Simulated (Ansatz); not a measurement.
**RuO+ (doublet): the correlation ladder, def2-QZVPP**

The task here is to estimate one member of a computed series from the others.

Program: Ansatz 0.2.0, Gaussian basis. Level of theory: def2-QZVPP, core rule «outside noble gas», up to 5 orbitals frozen. These are calculated values, not measurements.

To be run: UHF; ROHF; CCSD(T) on UHF.

## What is computed

The geometry is a PBE0/def2-TZVP stationary point (not a proven minimum). No spin-orbit coupling is included. Elements past krypton take def2 core potentials.

2 atoms, charge 1, spin multiplicity 2.

Atoms are counted from 1 here; the program's logs count them from 0.

Bond lengths: Ru1–O2 1.595 Å.

The first run:

File in.yaml:

```yaml
crystal:
  periodic: [false, false, false]
  atoms:
    - {symbol: Ru, position_ang: [0.000000, 0.000000, 0.000000]}
    - {symbol: O, position_ang: [0.000000, 0.000000, 1.595400]}
basis:
  gaussian: {orbitals: "def2-QZVPP.json"}
total_charge: 1
magnetization: {spin_polarized: true, initial_magnetization: 1}
hamiltonian: {xc: hf}
output: {orbitals: {seedname: orbitals}}
```

Command:

```bash
ansatz run in.yaml --threads 1 --pin off --events-out ev --progress --plain --max-ram 4096MiB --backend cpu
```

Steps of the session up to this table: UHF; ROHF; CCSD(T) on UHF.

One table of the session follows, with a row left open; its other results are not shown here.

```
  method  from UCCSD(T) (kcal/mol)
    ROHF                   +349.97
    UMP2                         ?
   UCCSD                    +21.69
UCCSD(T)                         0
```

**Question.** Estimate the row for UMP2.

**Answer.** from UCCSD(T) (kcal/mol): +34.68. In the column «from UCCSD(T) (kcal/mol)» it lies between UCCSD (+21.69) and ROHF (+349.97).

Left out of the table: UHF (another determinant or state than the rows shown).

The program flags UCCSD(T) as in doubt (see the logs), so the zero of the table is itself unsure.

Caveats from the session: The determinant is far from a pure spin state, so its energy mixes those of several spin states (harmless only where they are near-degenerate, as at dissociation). The program flags UCCSD(T) as in doubt, so the zero of the table is itself unsure. Warnings: spin contamination; coupled cluster took another determinant than the lowest.
